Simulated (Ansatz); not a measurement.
# HPbNO4 (P2_1/m) in Ansatz: band structure with r2SCAN

Aim: the band structure of HPbNO4 with r2SCAN.

Everything below comes from runs of Ansatz 0.2.0. Logs are shortened: lines on timing, memory, paths and dates and some standing lists are left out, and cuts for length are marked.

### 1 The structure

It takes space group P2_1/m (No. 11, monoclinic). Conventional cell: a = 6.859 Å, b = 4.229 Å, c = 8.026 Å, α = 90.00°, β = 114.99°, γ = 90.00°. Around H (site symmetry m) lie 1 O at 0.99 Å. Around Pb (site symmetry m) lie 5 O at 2.47 to 2.74 Å. Around N (site symmetry m) lie 3 O at 1.24 to 1.28 Å. Around O (site symmetry m) lie 1 H at 0.99 Å. Around O (site symmetry m) lie 1 N at 1.24 Å. O (site symmetry m) has 1 N at 1.27 Å as nearest neighbours. O (site symmetry m) is surrounded by 1 N at 1.28 Å.

The cell was built by a generator and needn't be a form met in nature.

### 2 Band structure, r2SCAN

File input.yaml:

```yaml
crystal:
  lattice:
    - [6.85876, 0.0, -0.01491]
    - [0.0, 4.22865, 0.0]
    - [-3.37519, 0.0, 7.28194]
  atoms:
    - { symbol: H, position: [0.22549, 0.75, 0.5073] }
    - { symbol: H, position: [0.77451, 0.25, 0.4927] }
    - { symbol: Pb, position: [0.30229, 0.25, 0.28494] }
    - { symbol: Pb, position: [0.69771, 0.75, 0.71506] }
    - { symbol: "N", position: [0.21484, 0.75, 0.83567] }
    - { symbol: "N", position: [0.78516, 0.25, 0.16433] }
    - { symbol: O, position: [0.33078, 0.75, 0.45338] }
    - { symbol: O, position: [0.40909, 0.75, 0.86901] }
    - { symbol: O, position: [0.15508, 0.75, 0.96537] }
    - { symbol: O, position: [0.07083, 0.75, 0.66955] }
    - { symbol: O, position: [0.66922, 0.25, 0.54661] }
    - { symbol: O, position: [0.59091, 0.25, 0.13099] }
    - { symbol: O, position: [0.84492, 0.25, 0.03463] }
    - { symbol: O, position: [0.92917, 0.25, 0.33045] }
hamiltonian:
  xc: r2scan
  pseudopotentials: { kind: paw }
kpoints:
  mp_grid: { grid: [5, 6, 4] }
  band_path:
    path:
      - [[0.0, 0.0, 0.0], [0.0, 0.0, 0.5], [-0.3888953152, 0.0, 0.692271713], [-0.5, 0.0, 0.5], [-0.5, 0.5, 0.5], [-0.6111046848, 0.5, 0.307728287], [-0.5, 0.5, 0.0], [-0.5, 0.0, 0.0], [-0.6111046848, 0.0, 0.307728287]]
      - [[-0.3888953152, 0.5, 0.692271713], [0.0, 0.5, 0.5], [0.0, 0.5, 0.0]]
      - [[0.0, 0.0, 0.5], [0.0, 0.5, 0.5]]
    npoints: 10
scf:
  occupations: { method: fermi_dirac, width: 0.05 }
  n_extra_bands: 35
output:
  forces: true
  stress: true
  eigenvalues: true
  fatbands: false
  write_density: true
  write_potential: true
  elf: true
  volumetric_format: npy
```

Potentials or basis: Ansatz PAW.

On the command line:

```sh
ansatz run input.yaml --threads 8 --pin off --max-ram 20480MiB --backend cpu --events-out ev --progress --plain --runs-dir out
```

Log:

```text
Warning: the atoms were moved onto the symmetric positions of the space group found under crystal.symmetry.tolerance 1.0e-5 (fractional; no operation is sought that the atoms, as they stand in a round, miss by more than twice it, and no atom is moved by as much as it), and the run uses the moved positions. Before a round's move an operation carried an atom to 6.88e-5 Å from where it should land, the largest such distance. Atom 6 (counting from 0) moved farthest, by 4.01e-5 Å; the longest move in fractions of the cell, of whichever atom, is 0.49 of the tolerance, in 1 round. To run the atoms as typed, lower crystal.symmetry.tolerance until the operations that they miss are no longer found, or set crystal.symmetry.detect: false (a key that needs symmetry detection or time reversal refuses this as the deck is read). The positions used, in the order of the run's atom list: position: [0.22549, 0.75, 0.5073]; position: [0.77451, 0.25, 0.49269999999999997]; position: [0.30229, 0.25, 0.28493999999999997]; position: [0.69771, 0.75, 0.7150599999999999]; position: [0.21484, 0.75, 0.83567]; position: [0.78516, 0.25, 0.16432999999999995]; position: [0.33078, 0.75, 0.4533849999999999]; position: [0.40909, 0.75, 0.86901]; position: [0.15508, 0.75, 0.96537]; position: [0.07083, 0.75, 0.66955]; position: [0.66922, 0.25, 0.546615]; position: [0.59091, 0.25, 0.13099]; position: [0.84492, 0.25, 0.03462999999999999]; position: [0.92917, 0.25, 0.33044999999999997];
Warning: RAYON_NUM_THREADS=8 ignored (pool sized by the plan → 8); use --threads N
scf.n_extra_bands = 35 over 44 filled bands (N_el = 88.0): the run solves 79 bands
Engine: ansatz 0.2.0, aarch64-unknown-linux-gnu
Pseudopotentials: kind: paw
Pseudopotential: H, paw, valence charge 1, recommended cutoff 500 eV (meta_gga), H.paw.azcp
Pseudopotential: Pb, paw, valence charge 14, recommended cutoff 500 eV (meta_gga), Pb.paw.azcp
Pseudopotential: N, paw, valence charge 5, recommended cutoff 500 eV (meta_gga), N.paw.azcp
Pseudopotential: O, paw, valence charge 6, recommended cutoff 500 eV (meta_gga), O.paw.azcp
Functional definition: r2SCAN
  parameter k0 = 0.174
  parameter k1 = 0.065
  parameter a1 = 4.9479
  exchange = r2scan_x(k0 = k0, k1 = k1, a1 = a1)
  correlation = r2scan_c
Crystal: 14 atoms, lattice volume = 210.987 Å³
Basis set: ecut = 500 eV, 5407 PW (Γ), exchange–correlation on 216×128×240 points (64 copies of the dense FFT grid, shifted against one another)
Bands: 79, of which v1, the nominal top of the filled ones, is band 44 counted from 1 (43 counted from 0)
Symmetry: 4 space group operations
Space group: P21/m (ITA 11), of the structure as read, at distance tolerance 6.0e-5 Å
k-points: 44 of 120
Non-local potential: H, projectors of the file, l = 0: 2, l = 1: 1
Non-local potential: Pb, projectors of the file, l = 0: 2, l = 1: 2, l = 2: 2, l = 3: 2
Non-local potential: N, projectors of the file, l = 0: 2, l = 1: 2, l = 2: 1
Non-local potential: O, projectors of the file, l = 0: 2, l = 1: 2, l = 2: 1
PAW form: soft (Blöchl's): semilocal exchange-correlation on the pseudo side does not see the compensation charge
PAW frozen core: Pb, regenerated for the run's functional (the file was generated under x = pbe(κ = 0.804, μ = 0.2195149727645171), c = pbe(β = 0.06672455060314922))
PAW frozen core: N, regenerated for the run's functional (the file was generated under x = pbe(κ = 0.804, μ = 0.2195149727645171), c = pbe(β = 0.06672455060314922))
PAW frozen core: O, regenerated for the run's functional (the file was generated under x = pbe(κ = 0.804, μ = 0.2195149727645171), c = pbe(β = 0.06672455060314922))
PAW one-centre angular grid: H, 302 points (default); XC on 160 Gauss nodes
PAW one-centre angular grid: Pb, 590 points (default); XC on 160 Gauss nodes
PAW one-centre angular grid: N, 302 points (default); XC on 160 Gauss nodes
PAW one-centre angular grid: O, 302 points (default); XC on 160 Gauss nodes
Initial density: superposition of atomic densities (neutral atoms: chi_scale 0, normalization atom), corrected by the library's trained network
Initial wavefunctions: pseudopotential atomic-orbital guess
Functional: x = r2scan, c = r2scan; τ floored in thin density (d = 2e-4 eV/Å³)
SCF iter   1: F=—  HF=-29182.074953 eV  |F-HF|=—  |Δ(HF+E_count)|=         —  Δρ=9.36e-3  dr2=1.66e-1  dr2_τ=1.07e0  ethr=1.77e-3  ⟨swp⟩=6.0  Hψ=16381  notcnv=0  defer=886
preconditioner: auto → Resta (q_TF=auto, 2.358 Å⁻¹)  ε∞=2.2  [insulator: Δε(μ)=3.667 eV  Ē_g=21.792 eV  σ=0.050 eV  W_gap=1.00  n_scr=48 (ndim 8)  ℏωp=24.0 eV  f_vac=0.197  D(μ)=0.00/eV (n_scr^D=0)  ε∞_Penn≈2.2]
SCF iter   2: F=—  HF=-29182.130830 eV  |F-HF|=—  |Δ(HF+E_count)|=   5.59e-2  Δρ=4.59e-3  dr2=1.91e-2  dr2_τ=7.42e-3  ethr=1.89e-4  ⟨swp⟩=2.0  Hψ=6152  notcnv=0  defer=1240
SCF iter   3: F=—  HF=-29182.126759 eV  |F-HF|=—  |Δ(HF+E_count)|=   4.07e-3  Δρ=1.99e-3  dr2=4.79e-3  dr2_τ=4.44e-4  ethr=2.17e-5  ⟨swp⟩=2.3  Hψ=4144  notcnv=0  defer=1240
SCF iter   4: F=—  HF=-29182.127074 eV  |F-HF|=—  |Δ(HF+E_count)|=   3.16e-4  Δρ=5.50e-4  dr2=4.51e-4  dr2_τ=7.49e-5  ethr=5.44e-6  ⟨swp⟩=2.5  Hψ=4243  notcnv=0  defer=1240
SCF iter   5: F=—  HF=-29182.127152 eV  |F-HF|=—  |Δ(HF+E_count)|=   7.72e-5  Δρ=3.14e-4  dr2=2.05e-4  dr2_τ=2.45e-5  ethr=5.12e-7  ⟨swp⟩=2.0  Hψ=4084  notcnv=0  defer=1240
SCF iter   6: F=—  HF=-29182.127138 eV  |F-HF|=—  |Δ(HF+E_count)|=   1.35e-5  Δρ=8.75e-5  dr2=1.57e-5  dr2_τ=2.00e-6  ethr=2.33e-7  ⟨swp⟩=2.0  Hψ=4086  notcnv=0  defer=1240
SCF iter   7: F=—  HF=-29182.127386 eV  |F-HF|=—  |Δ(HF+E_count)|=   2.48e-4  Δρ=3.13e-5  dr2=2.21e-6  dr2_τ=2.34e-7  ethr=1.78e-8  ⟨swp⟩=2.0  Hψ=3445  notcnv=0  defer=1240
SCF iter   8: F=—  HF=-29182.127388 eV  |F-HF|=—  |Δ(HF+E_count)|=   2.40e-6  Δρ=1.87e-5  dr2=5.86e-7  dr2_τ=9.71e-8  ethr=2.52e-9  ⟨swp⟩=2.1  Hψ=4170  notcnv=0  defer=1240
SCF iter   9: F=-29182.127389 eV  HF=-29182.127389 eV  |F-HF|=5.93e-8  |Δ(HF+E_count)|=   2.22e-7  Δρ=4.17e-6  dr2=3.48e-8  dr2_τ=3.09e-9  ethr=1.14e-10  ⟨swp⟩=20.4  Hψ=35566  notcnv=0
SCF 1 converged in 9 iterations: F = -29182.127389 eV  dr2 = 3.48e-8
NSCF: frozen V_eff on 113 k-points
SCF converged after 9 iterations
Free energy (F): -29182.127389 eV
Harris-Foulkes:  -29182.127389 eV  (|F-HF|=5.93e-8)
Internal energy: -29182.127389 eV  (E = F + TS)
E sigma→0 (E₀):  -29182.127389 eV
Fermi energy:    4.005585 eV
--- Per-component energies (eV) ---
  E_band       = -683.559001
  E_kinetic    = 2258.833267
  E_local      = -7334.507080  (includes V_loc(G=0)·N_el)
  E_nonlocal   = 1176.271075
  E_hartree    = 2726.478439
  E_xc         = -1130.264708
  E_vxc        = -1321.318376  (∫ρ·V_xc dr)
  E_paw        = -22396.265355  (= ΣΔE_a)
  E_vpaw       = -1006.855235  (= ΣTr[D̂ρ^β])
  E_aug_tail   = 0.007243  (compensation charges beyond the density's cutoff)
  E_vtau       = 91.054878  (kinetic-family band-sum trace: ∫τ·v_τ [+ j·A + Jᵃ·Aᵃ] dr)
  E_ewald      = -4484.296619
  E_core_change = 1.616348  (= ΣΔE_core)
  E_smearing   = -0.000000  (= −TS)
  E_closure    = -0.000000  (closes the sum)
  Σ components = -29182.127389   (vs F -29182.127389, Δ=0.00e0)
--- Forces (eV/Å), atoms counted from 1 ---
  atom   1  H      0.39570960    -0.00000000    -0.18068974
  atom   2  H     -0.39570960     0.00000000     0.18068974
  atom   3  Pb     0.01675694     0.00000000     0.11885541
  atom   4  Pb    -0.01675694    -0.00000000    -0.11885541
  atom   5  N      0.02723193     0.00000000     0.01544181
  atom   6  N     -0.02723193    -0.00000000    -0.01544181
  atom   7  O     -0.28422027     0.00000000     0.17317339
  atom   8  O     -0.62615882    -0.00000000    -0.18040253
  atom   9  O      0.41407617    -0.00000000    -0.44933149
  atom  10  O      0.14298290     0.00000000     0.60273893
  atom  11  O      0.28422027    -0.00000000    -0.17317339
  atom  12  O      0.62615882     0.00000000     0.18040253
  atom  13  O     -0.41407617     0.00000000     0.44933149
  atom  14  O     -0.14298290    -0.00000000    -0.60273893
  max |Σ_I F_I| component: 2.78e-17 eV/Å
--- Stress (GPa, compression-positive) ---
       -4.060858      -0.000000      -0.001066
       -0.000000      -1.659786      -0.000000
       -0.001069      -0.000000      -3.547031
  P = ⅓ Tr σ = -3.0892 GPa (-30.892 kbar)
--- Band table (eV; the first three rows and the last of 44) ---
  k-point 0: bands = ["-24.4609", "-24.4217", "-18.9327", "-18.8450", "-18.5760", "-18.5170", "-16.7189", "-16.5246", "-13.4353", "-13.4138", "-13.4118", "-13.4025", "-13.3911", "-13.3889", "-13.3782", "-13.3726", "-13.3287", "-13.1480", "-8.1187", "-7.6252", "-5.5449", "-5.5312", "-5.5247", "-5.3462", "-5.2654", "-5.0856", "-4.2526", "-3.7489", "-2.3926", "-1.3958", "-0.7284", "-0.3300", "-0.1100", "0.0244", "0.3962", "0.4594", "0.5089", "0.5265", "0.7558", "0.7728", "0.9416", "1.8644", "1.8891", "2.1709", "5.9009", "6.5721", "6.9254", "6.9482", "8.3993", "8.7933", "8.9314", "9.0623", "9.7928", "9.9866", "11.8227", "12.5096", "12.6029", "13.1213", "13.8747", "14.4696", "14.5116", "14.9445", "15.3959", "15.4472", "15.7794", "16.1677", "16.3410", "16.4938", "16.9337", "17.0206", "17.2333", "17.6128", "17.7101", "18.2530", "18.3290", "18.6975", "19.2493", "19.6323", "19.6384"]
  k-point 1: bands = ["-24.4592", "-24.4234", "-18.9306", "-18.8465", "-18.5684", "-18.5266", "-16.7169", "-16.5238", "-13.4354", "-13.4136", "-13.4117", "-13.4022", "-13.3932", "-13.3866", "-13.3776", "-13.3721", "-13.3297", "-13.1493", "-8.1053", "-7.6661", "-5.6737", "-5.5152", "-5.3613", "-5.3558", "-5.2486", "-5.1096", "-4.1714", "-3.7639", "-2.4362", "-1.5066", "-0.6953", "-0.3553", "-0.2366", "0.0726", "0.3696", "0.5026", "0.6045", "0.6872", "0.7560", "0.7717", "0.8750", "1.8361", "1.9341", "2.1085", "5.9289", "6.5148", "6.8833", "6.9410", "8.0725", "8.6692", "9.1941", "9.5503", "9.8755", "10.1587", "11.5659", "12.0922", "12.7815", "13.0486", "13.6209", "14.1149", "14.3120", "14.9861", "15.4039", "15.7795", "16.1269", "16.1631", "16.4190", "16.5669", "17.0242", "17.0418", "17.4043", "17.7352", "18.0795", "18.2886", "18.4802", "18.5539", "19.1326", "19.3868", "19.6196"]
  k-point 2: bands = ["-24.4574", "-24.4252", "-18.9285", "-18.8481", "-18.5509", "-18.5462", "-16.7150", "-16.5230", "-13.4355", "-13.4134", "-13.4116", "-13.4020", "-13.3944", "-13.3854", "-13.3768", "-13.3715", "-13.3307", "-13.1507", "-8.0886", "-7.7099", "-5.7173", "-5.5043", "-5.3668", "-5.2927", "-5.1930", "-5.1593", "-4.0423", "-3.8239", "-2.4758", "-1.6264", "-0.6059", "-0.3798", "-0.3635", "0.0962", "0.3465", "0.6247", "0.6800", "0.6900", "0.6987", "0.8081", "0.9151", "1.7972", "1.9706", "2.0463", "5.9660", "6.4487", "6.8422", "6.9165", "7.9779", "8.5303", "9.4069", "9.6831", "10.1164", "10.6443", "11.4257", "11.4296", "12.5561", "13.0196", "13.7886", "13.9667", "14.0110", "14.8084", "15.4745", "16.1010", "16.4102", "16.4747", "16.4860", "16.6540", "17.0278", "17.0439", "17.1539", "17.7448", "18.3013", "18.3518", "18.3963", "18.9304", "19.0562", "19.2463", "19.3876"]
  k-point 43: bands = ["-24.4359", "-24.4359", "-18.8891", "-18.8891", "-18.5427", "-18.5427", "-16.6049", "-16.6049", "-13.4127", "-13.4127", "-13.4049", "-13.4049", "-13.3804", "-13.3804", "-13.3317", "-13.3317", "-13.2045", "-13.2045", "-7.8288", "-7.8288", "-5.6771", "-5.6771", "-5.3948", "-5.3948", "-5.1202", "-5.1202", "-4.1267", "-4.1267", "-2.9369", "-2.9369", "-0.2935", "-0.2935", "0.0208", "0.0208", "0.3474", "0.3474", "0.5498", "0.5498", "0.8738", "0.8738", "1.6156", "1.6156", "2.0729", "2.0729", "6.0935", "6.0935", "7.1871", "7.1871", "8.3092", "8.3092", "9.1707", "9.1707", "10.9976", "10.9976", "11.7200", "11.7200", "13.1575", "13.1575", "13.4286", "13.4286", "14.8874", "14.8874", "15.3979", "15.3979", "16.0998", "16.0998", "16.4658", "16.4658", "17.2980", "17.2980", "17.8760", "17.8760", "18.2137", "18.2137", "18.3867", "18.3867", "19.4416", "19.4416", "19.8064"]
```

It took 28 s on 8 threads of Arm Neoverse V1, shared host; peak memory 2.3 GiB.

Results:

| Quantity | Value |
| --- | --- |
| Free energy | -29182.1274 eV |
| Pressure | -3.1 GPa |
| Largest force | 0.652 eV/Å |
| Band gap on the k mesh | 3.46 eV, indirect (least direct gap 3.72 eV) |
| Band gap along the path | 3.44 eV, indirect (least direct gap 3.73 eV) |

Forces on the atoms (eV/Å):
```
H    0.396  0.000 -0.181
H   -0.396  0.000  0.181
Pb   0.017  0.000  0.119
Pb  -0.017  0.000 -0.119
N    0.027  0.000  0.015
N   -0.027  0.000 -0.015
O   -0.284  0.000  0.173
O   -0.626  0.000 -0.180
O    0.414  0.000 -0.449
O    0.143  0.000  0.603
O    0.284  0.000 -0.173
O    0.626  0.000  0.180
O   -0.414  0.000  0.449
O   -0.143  0.000 -0.603
```

Levels at the corners of the path, in eV from the valence-band top:
```tsv
point	band 40	band 41	band 42	band 43	band 44	band 45	band 46	band 47	band 48	band 49
Γ	-1.50	-1.33	-0.41	-0.38	-0.10	3.63	4.30	4.65	4.68	6.13
Y	-1.46	-1.36	-0.47	-0.30	-0.22	3.70	4.18	4.57	4.65	5.71
H	-1.34	-1.24	-0.66	-0.38	-0.13	3.89	4.06	4.42	4.77	5.51
C	-1.35	-1.24	-0.74	-0.38	0.00	3.82	4.12	4.21	4.68	5.89
E	-1.42	-0.67	-0.67	-0.19	-0.19	3.86	3.86	5.01	5.01	6.00
M1	-1.49	-0.68	-0.68	-0.18	-0.18	3.81	3.81	4.92	4.92	6.06
A	-1.50	-0.68	-0.68	-0.15	-0.15	3.82	3.82	4.73	4.73	6.06
X	-1.34	-1.32	-0.53	-0.42	-0.27	3.99	4.00	4.66	4.87	5.29
H1	-1.34	-1.24	-0.66	-0.38	-0.13	3.89	4.06	4.42	4.77	5.51
M	-1.49	-0.68	-0.68	-0.18	-0.18	3.81	3.81	4.92	4.92	6.06
D	-1.38	-0.66	-0.66	-0.34	-0.34	3.64	3.64	5.26	5.26	6.21
Z	-1.33	-0.61	-0.61	-0.35	-0.35	3.67	3.67	5.14	5.14	6.17
Y	-1.46	-1.36	-0.47	-0.30	-0.22	3.70	4.18	4.57	4.65	5.71
D	-1.38	-0.66	-0.66	-0.34	-0.34	3.64	3.64	5.26	5.26	6.21
```

Caveat: spin-orbit coupling is left out, which as a rule narrows the gap of such compounds by several tenths of an eV; the PAW data sets come from PBE, with cores solved anew for the run's functional, which leaves a small shift of forces and pressure. r2SCAN opens gaps a little over a GGA but as a rule still falls short of measured ones.
